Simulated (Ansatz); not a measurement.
# GeH4+ (doublet): the correlation ladder, 6-31G

One table from this session's results is given with a row withheld; the runs are named, their logs left out.

Computed with Ansatz 0.2.0, Gaussian basis. Level: 6-31G, core rule «outside noble gas», up to 14 orbitals frozen.

Plan: UHF; CCSD(T) on ROHF; CCSD(T) on UHF; BCCD(T) on ROHF; CISD; CCSDT(Q) on ROHF; CCSDT(Q) on UHF; CISDTQ; CASSCF and MRCISD+Q, 7 electrons in 8 orbitals; CASSCF and NEVPT2, 7 electrons in 8 orbitals; Full CI.

7 further runs of the same task are left out: 3 that didn't finish, 4 set aside as unsound or not needed.

### The system

The geometry is a PBE0/def2-TZVP stationary point (not a proven minimum). No spin-orbit coupling is included. The filled d shell of Ge may be among the frozen orbitals whatever the setting's name suggests; the logs give the count.

5 atoms, charge 1, spin multiplicity 2.

Atoms are counted from 1 here; the program's logs count them from 0.

Bond lengths: Ge1–H2 1.565 Å, Ge1–H3 1.565 Å, Ge1–H4 1.565 Å, Ge1–H5 1.565 Å. Angles: H2–Ge1–H3 97.5°, H2–Ge1–H4 97.5°, H2–Ge1–H5 137.7°, H3–Ge1–H4 137.7°, H3–Ge1–H5 97.5°, H4–Ge1–H5 97.5°.

The first run:

in.yaml reads:

```yaml
crystal:
  periodic: [false, false, false]
  atoms:
    - {symbol: Ge, position_ang: [0.000000, 0.000000, 0.000000]}
    - {symbol: H, position_ang: [0.561303, 1.033925, 1.032591]}
    - {symbol: H, position_ang: [-0.569863, -1.029690, 1.032135]}
    - {symbol: H, position_ang: [-0.559224, 1.030817, -1.036818]}
    - {symbol: H, position_ang: [0.567783, -1.035053, -1.027908]}
basis:
  gaussian: {orbitals: 6-31G}
total_charge: 1
magnetization: {spin_polarized: true, initial_magnetization: 1}
hamiltonian: {xc: hf}
output: {orbitals: {seedname: orbitals}}
```

Run with:

```
$ ansatz run in.yaml --threads 1 --pin off --events-out ev --progress --plain --max-ram 2393MiB
```

Among the steps run: UHF; CCSD(T) on ROHF; CCSD(T) on UHF; BCCD(T) on ROHF; CISD; CCSDT(Q) on ROHF; CCSDT(Q) on UHF; CISDTQ; CASSCF and MRCISD+Q, 7 electrons in 8 orbitals; CASSCF and NEVPT2, 7 electrons in 8 orbitals; Full CI.

One table of the session follows, with a row left open; its other results are not shown here.

```
          method  from FCI (kJ/mol)
            ROHF             +251.6
             UHF             +232.3
            RMP2              +80.1
            UMP2                  ?
           RCCSD               +6.2
           UCCSD               +6.3
        RCCSD(T)               +1.8
        UCCSD(T)               +2.0
         BCCD(T)               +1.9
          RCCSDT                0.0
          UCCSDT                0.0
       RCCSDT(Q)                0.0
       UCCSDT(Q)               -0.1
  CASSCF valence              +42.4
  NEVPT2 valence               +9.7
  MRCISD valence               +0.7
MRCISD+Q valence               +0.4
             FCI                  0
```

Q: Estimate the row for UMP2 from the others.

The run gave: from FCI (kJ/mol): +81.5. In the column «from FCI (kJ/mol)» it lies between RMP2 (+80.1) and UHF (+232.3).

Not comparable, so not listed: CISD; CISDTQ (they don't share determinant, frozen orbitals or solution with the rows shown, or repeat one).

Caveats from the session: Levels on UHF freeze UHF's core orbitals, full CI those of ROHF, so the U rows can settle a little off it for that reason alone. Restricted and unrestricted rows rest on different reference determinants; where their highest levels disagree by more than a few hundredths of an eV, they describe different states and don't form one ladder.
